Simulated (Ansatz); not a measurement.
# GeH4O + HBr: a complex and its separated parts

The complex below is one end of an elementary step. How strongly is it bound against its free parts?

Program: Ansatz 0.2.0, Gaussian basis. Level of theory: PBE0-D4/def2-TZVP structures, single points in def2-TZVPP, no counterpoise correction. These are calculated values, not measurements.

Levels: SPW92, PBE-D4, BLYP-D4, r2SCAN-D4, B97M-V, PBE0-D4, B3LYP-D4, r2SCAN0-D4, BHLYP-D4, CAM-B3LYP-D4, wB97X-V, wB97M-V, B2PLYP, PBE-QIDH, RPA on PBE, Hartree-Fock, MP2, CCSD, CCSD(T).

Correlated methods freeze the cores. Filled d shells of the heavier atoms are correlated. B3LYP uses VWN-RPA correlation. B2PLYP carries no dispersion term here.

20 further runs of the same task are left out: 20 set aside as unsound or not needed.

### Step 1. The starting structure

The complex: 8 atoms, charge 0, spin multiplicity 1.

Atoms are counted from 1 here; the program's logs count them from 0.

Bond lengths: Ge1–O2 1.803 Å, Ge1–H3 1.527 Å, Ge1–H4 1.536 Å, Ge1–H5 1.536 Å, O2–H8 0.960 Å, H6–Br7 1.457 Å. Angles: O2–Ge1–H3 103.5°, O2–Ge1–H4 108.0°, O2–Ge1–H5 108.7°, H3–Ge1–H4 112.7°, H3–Ge1–H5 112.7°, H4–Ge1–H5 110.9°, Ge1–O2–H8 113.9°.

Geometry (Å):

```xyz
8
charge 0, multiplicity 1
Ge   -0.9247   -0.1859   -0.6878
O    -0.0216   -0.1320    0.8716
H     0.0187   -0.9442   -1.6189
H    -2.2443   -0.9339   -0.4454
H    -1.1883    1.2534   -1.1555
H     1.6949    0.1442    0.8159
Br    3.1196    0.4105    0.6669
H    -0.4543    0.3879    1.5533
```

Its parts: GeH4O holds atoms 1, 2, 3, 4, 5, 8; HBr holds atoms 6, 7. Each part counts its atoms afresh in its own runs.

### Step 2. Relaxing GeH4O alone

relax-a/in.yaml reads:

```yaml
crystal:
  periodic: [false, false, false]
  atoms:
    - {symbol: Ge, position_ang: [-0.924722, -0.185934, -0.687753]}
    - {symbol: O, position_ang: [-0.021601, -0.132040, 0.871620]}
    - {symbol: H, position_ang: [0.018712, -0.944232, -1.618944]}
    - {symbol: H, position_ang: [-2.244348, -0.933887, -0.445443]}
    - {symbol: H, position_ang: [-1.188273, 1.253387, -1.155478]}
    - {symbol: H, position_ang: [-0.454332, 0.387899, 1.553251]}
basis:
  gaussian: {orbitals: def2-TZVP}
hamiltonian: {xc: pbe0, dispersion: d4}
relax: {f_tol: 0.005, max_steps: 200}
```

No record of the launch command was kept for these runs.

The runs that follow: Relaxing HBr alone; wB97M-V/def2-TZVPP; CCSD(T)/def2-TZVPP; Vibrations of GeH4O; Vibrations of HBr.

Before running it: what results should come out? Wanted: complex less parts, CCSD(T)/def2-TZVPP; with zero-point energy; largest T1 diagnostic.

The runs gave:

| quantity | value |
| --- | --- |
| complex less parts, CCSD(T)/def2-TZVPP | -5.4 kcal/mol |
| with zero-point energy | -4.0 kcal/mol |
| largest T1 diagnostic | 0.011 |

**Reading.** At CCSD(T) the complex lies 5.4 kcal/mol below its parts. Among the functionals B2PLYP lands nearest to CCSD(T) (0.0 kcal/mol) and SPW92 farthest (-5.5 kcal/mol). By rung, the mean size of the error is: LDA 5.5, GGA 1.8, meta-GGA 0.7, hybrid 1.2, range-separated hybrid 0.7, double hybrid 0.3 kcal/mol. PBE-D4 gives a relative energy 2.2 kcal/mol too low, outside chemical accuracy (1 kcal/mol). No counterpoise was applied, and triple zeta lacks some correlation, so the CCSD(T) reference has a basis error of its own, and close matches with it are partly luck.
